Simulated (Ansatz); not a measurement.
Runs of Ansatz 0.2.0 on Ba2Tl5V3O12. The typed cell holds 22 atoms: a = 6.653 Å, b = 8.840 Å, c = 9.892 Å, α = 71.07°, β = 73.99°, γ = 70.69°. The cell was built by a generator and needn't be a form met in nature.

| task | level | potentials or basis | cell | k mesh | cutoff (eV) | points for each segment of the path | target pressure (GPa) | gap on the mesh (eV) | pressure (GPa) | moment (μB) | largest force (eV/Å) |
| --- | --- | --- | --- | --- | --- | --- | --- | --- | --- | --- | --- |
| band structure | RPBE | Ansatz PAW | as given | 5 × 4 × 3 | 420 | 10 | - | (b) | (c) | 0.00 | 0.26 |
| relaxation of cell and atoms | RPBE | Ansatz PAW | relaxed | 3 × 3 × 2 | 420 | - | - | 3.04 | 0.0 | 0.00 | 0.01 |
| single point | PBE | JTH PAW | as given | 5 × 4 × 3 | 1800 | - | - | (a) | 0.7 | 0.00 | 0.32 |
| relaxation of cell and atoms | PBE | Ansatz PAW | relaxed to 2 GPa | 3 × 3 × 2 | 420 | - | 2 | 2.63 | 2.0 | 0.00 | 0.01 |

Alike in all rows: spin collinear, ferromagnetic start; smearing fermi-dirac 0.05 eV.

Question: Estimate the missing entries.

Answer: (a) 2.90; (b) 2.98; (c) 2.2.

Caveats: spin-orbit coupling is left out, which as a rule narrows the gap of such compounds by several tenths of an eV; the starting moments weren't kept; odd divisions of the mesh miss points on the zone boundary, where band edges often lie, so the gap on the mesh can be too wide (some runs); the PAW data sets come from PBE, with cores solved anew for the run's functional, which leaves a small shift of forces and pressure (some runs); the plane-wave basis is chosen anew once the cell has moved, so the energies of steps on either side of that aren't comparable (some runs); this barium file gives pressures and gaps apart from those of other sets (some runs).

A k mesh can miss the band edges, and the runs leave out spin-orbit coupling on Ba, Tl.
